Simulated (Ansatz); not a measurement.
# BCl2H3Si: ionisation energy by level of theory

The task here is to estimate one member of a computed series from the others.

The runs use Ansatz 0.2.0, Gaussian basis; unrestricted cation, the program's frozen cores in correlated methods.

The runs, in order: UKS PBE-D4/def2-TZVPP; UKS r2SCAN-D4/def2-TZVPP; UKS PBE0-D4/def2-TZVPP; UKS B3LYP-D4/def2-TZVPP; UKS wB97X-V/def2-TZVPP; UKS wB97M-V/def2-TZVPP; UKS B2PLYP/def2-TZVPP; UHF-CCSD(T)/def2-TZVPP; UHF-MP2/def2-QZVPP; extrapolation to the limit; then −ε(HOMO) from the neutral's earlier runs with LDA (SPW92), PBE-D4, revPBE-D4, BLYP-D4, r2SCAN-D4, B97M-V, PBE0-D4, B3LYP-D4, r2SCANh-D4, r2SCAN0-D4, HSE06-D4, BHLYP-D4, CAM-B3LYP-D4, LC-ωPBE, ωB97X-V, ωB97M-V.

## The geometry

An earlier PBE0-D4 in a triple-zeta def2 set relaxation fixed the geometry.

SMILES `[SiH3]B(Cl)Cl`, 7 atoms, charge 0, spin multiplicity 1.

Atoms are counted from 1 here; the program's logs count them from 0.

Bond lengths: Si1–B2 2.020 Å, Si1–H5 1.488 Å, Si1–H6 1.488 Å, Si1–H7 1.485 Å, B2–Cl3 1.745 Å, B2–Cl4 1.743 Å. Angles: B2–Si1–H5 108.8°, B2–Si1–H6 108.8°, B2–Si1–H7 111.9°, H5–Si1–H6 108.4°, H5–Si1–H7 109.5°, H6–Si1–H7 109.5°, Si1–B2–Cl3 119.4°, Si1–B2–Cl4 122.1°, Cl3–B2–Cl4 118.4°.

The first run:

File in.yaml:

```yaml
crystal:
  periodic: [false, false, false]
  atoms:
    - {symbol: Si, position_ang: [-0.091332, 0.859334, -0.236783]}
    - {symbol: B, position_ang: [0.169968, -1.076215, 0.277153]}
    - {symbol: Cl, position_ang: [-1.225959, -2.095901, 0.516284]}
    - {symbol: Cl, position_ang: [1.752880, -1.772393, 0.492387]}
    - {symbol: H, position_ang: [-0.845949, 0.917348, -1.517993]}
    - {symbol: H, position_ang: [-0.901632, 1.530105, 0.815667]}
    - {symbol: H, position_ang: [1.203423, 1.569722, -0.392516]}
basis:
  gaussian: {orbitals: def2-TZVPP}
total_charge: 1
magnetization: {spin_polarized: true, initial_magnetization: 1}
hamiltonian: {xc: pbe, dispersion: d4}
```

On the command line:

```bash
$ ansatz run in.yaml --threads 4 --pin off --events-out ev --progress --plain --max-ram 10444MiB
```

Steps of the session up to this table: Cation, UKS PBE-D4/def2-TZVPP; Cation, UKS r2SCAN-D4/def2-TZVPP; Cation, UKS PBE0-D4/def2-TZVPP; Cation, UKS B3LYP-D4/def2-TZVPP; Cation, UKS wB97X-V/def2-TZVPP; Cation, UKS wB97M-V/def2-TZVPP; Cation, UKS B2PLYP (frozen core)/def2-TZVPP; Cation, UHF-CCSD(T)/def2-TZVPP; Cation, UHF-MP2/def2-QZVPP.

One table of the session follows, with a row left open; its other results are not shown here.

Orbital estimates, from the neutral's runs:

```
  functional  −ε(HOMO) (eV)
 LDA (SPW92)           7.22
      PBE-D4           7.11
   revPBE-D4              ?
     BLYP-D4           6.98
   r2SCAN-D4           7.41
      B97M-V           7.52
     PBE0-D4           8.37
    B3LYP-D4           8.16
  r2SCANh-D4           7.86
  r2SCAN0-D4           8.56
    HSE06-D4           7.97
    BHLYP-D4           9.54
CAM-B3LYP-D4           9.71
     LC-ωPBE          11.05
     ωB97X-V          10.71
     ωB97M-V          10.49
```

Estimate the missing values for revPBE-D4.

**Answer.** −ε(HOMO) (eV): 7.07. In the column «−ε(HOMO) (eV)» it lies between BLYP-D4 (6.98) and PBE-D4 (7.11).
